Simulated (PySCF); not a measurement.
# C2H8B2F2Ge: the cost of one run

Programs: PySCF 2.14.0, with density-fitted response routines of our own. Each step states its level of theory. These are calculated values for one molecule in the gas phase, unless marked as measured. Atoms are numbered from 0 throughout.

## (1) The starting structure

15 atoms, charge 0, multiplicity 1; geometry from: GFN2-xTB.

Bonds of the start (Å): C0–C1 1.53, C1–B2 1.57, B2–Ge3 2.02, Ge3–B4 2.02, B4–F5 1.32, B4–F6 1.32, C0–H7 1.09, C0–H8 1.09, C0–H9 1.09, C1–H10 1.10, C1–H11 1.10, B2–H12 1.17, Ge3–H13 1.50, Ge3–H14 1.50.

## (2) Excited states and response: CAM-B3LYP/def2-SVPD

The job: settings as JSON, then the geometry in Å.

```
{"job": {"kind": "uv", "xc": "CAM-B3LYP", "basis": "def2-SVPD", "nstates": 8, "ntriplets": 3}, "charge": 0, "multiplicity": 1}
C     -1.486125     0.530843    -0.925949
C     -1.329186    -0.923902    -0.482684
B     -0.210614    -1.227425     0.569171
Ge     0.988693     0.212680     1.311683
B      2.393425     0.769391    -0.029676
F      2.250889     1.775727    -0.869527
F      3.506317     0.091200    -0.231268
H     -1.727736     1.162595    -0.072816
H     -0.560456     0.896763    -1.369148
H     -2.280207     0.635369    -1.663150
H     -1.162188    -1.549481    -1.367727
H     -2.288189    -1.278604    -0.086665
H     -0.044686    -2.345439     0.876405
H      1.687058    -0.191064     2.576771
H      0.258592     1.449335     1.742668
```

Level: TDDFT CAM-B3LYP/def2-SVPD, vertical, gas phase, core orbitals frozen in the response.

The run is started by

```bash
$ OMP_NUM_THREADS=1 python probes_run.py task.json out
```

The driver reads the jobs from task.json and runs them one after another.

**Question.** How long does this job take on 1 thread of Arm Neoverse V2, shared host, and how much memory does it need?

About 43 s, with a peak of 1 GiB.
